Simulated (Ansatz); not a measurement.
**MgHCl + SiH₄: a complex and its separated parts**

Aim: how far the complex at one end of a reaction step lies below its separated, relaxed parts, level by level.

Method: PBE0-D4/def2-TZVP structures, single points in def2-TZVPP, no counterpoise correction; program: Ansatz 0.2.0, Gaussian basis.

Levels: SPW92, PBE-D4, BLYP-D4, r2SCAN-D4, B97M-V, PBE0-D4, B3LYP-D4, r2SCAN0-D4, BHLYP-D4, CAM-B3LYP-D4, wB97X-V, wB97M-V, B2PLYP, PBE-QIDH, RPA on PBE, Hartree-Fock, MP2, CCSD, CCSD(T).

Cores are frozen in the correlated methods. The outer core shell of Li, Na, Mg and K is correlated. B3LYP uses VWN-RPA correlation. B2PLYP carries no dispersion term here.

95 further runs of the same task are left out: 1 that didn't finish, 94 set aside as unsound or not needed.

## 1. Starting geometry

The complex: 8 atoms, charge 0, spin multiplicity 1.

Atoms are counted from 1 here; the program's logs count them from 0.

Bond lengths: Mg1–Cl3 2.208 Å, Mg1–H5 1.690 Å, Si2–H4 1.508 Å, Si2–H6 1.477 Å, Si2–H7 1.484 Å, Si2–H8 1.477 Å. Angles: Cl3–Mg1–H5 165.0°, H4–Si2–H6 108.4°, H4–Si2–H7 104.6°, H4–Si2–H8 108.4°, H6–Si2–H7 111.0°, H6–Si2–H8 113.0°, H7–Si2–H8 111.0°.

As a file:

```
Mg   -1.7742    0.5293   -0.8709
Si    1.1208   -0.2627    0.6197
Cl   -1.0143   -1.2306   -1.9672
H    -0.1099    0.6048    0.5338
H    -2.6844    1.8451   -0.3254
H     0.6960   -1.6501    0.8972
H     1.8926    0.2953    1.7576
H     1.8735   -0.1311   -0.6448
```

Its parts: MgHCl holds atoms 1, 3, 5; SiH₄ holds atoms 2, 4, 6, 7, 8. Each part counts its atoms afresh in its own runs.

## 2. Relaxing MgHCl alone

Contents of relax-a/in.yaml:

```yaml
crystal:
  periodic: [false, false, false]
  atoms:
    - {symbol: Mg, position_ang: [-1.774162, 0.529343, -0.870911]}
    - {symbol: Cl, position_ang: [-1.014271, -1.230574, -1.967204]}
    - {symbol: H, position_ang: [-2.684438, 1.845084, -0.325366]}
basis:
  gaussian: {orbitals: def2-TZVP}
hamiltonian: {xc: pbe0, dispersion: d4}
relax: {f_tol: 0.005, max_steps: 200}
```

The run is started by

```bash
> ansatz run in.yaml --threads 2 --pin off --events-out ev --progress --plain --max-ram 4352MiB
```

Further steps of the session: Relaxing SiH₄ alone; SPW92/def2-TZVPP; PBE-D4/def2-TZVPP; BLYP-D4/def2-TZVPP; r2SCAN-D4/def2-TZVPP; B97M-V/def2-TZVPP; PBE0-D4/def2-TZVPP; B3LYP-D4/def2-TZVPP; r2SCAN0-D4/def2-TZVPP; BHLYP-D4/def2-TZVPP; CAM-B3LYP-D4/def2-TZVPP; wB97X-V/def2-TZVPP; wB97M-V/def2-TZVPP; B2PLYP/def2-TZVPP; PBE-QIDH/def2-TZVPP; RPA on PBE/def2-TZVPP; CCSD(T)/def2-TZVPP; Vibrations of MgHCl; Vibrations of SiH₄.

What does the calculation give? Wanted: complex less parts, CCSD(T)/def2-TZVPP; with zero-point energy; largest T1 diagnostic.

The runs gave:

```
                              quantity         value
complex less parts, CCSD(T)/def2-TZVPP  -16.2 kJ/mol
                with zero-point energy  -11.7 kJ/mol
                 largest T1 diagnostic         0.011
```

**Reading.** At CCSD(T) the complex lies 16.2 kJ/mol below its parts. The functionals run from PBE-QIDH, off by +0.1 kJ/mol, to SPW92, off by -14.2 kJ/mol, against CCSD(T). By rung, the mean size of the error is: LDA 14.2, GGA 3.5, meta-GGA 3.9, hybrid 3.6, range-separated hybrid 1.6, double hybrid 2.8 kJ/mol. PBE-D4 gives a relative energy 5.2 kJ/mol too low, outside chemical accuracy (1 kcal/mol, 4.2 kJ/mol). No counterpoise was applied, and triple zeta lacks some correlation, so the CCSD(T) reference has a basis error of its own, and close matches with it are partly luck.
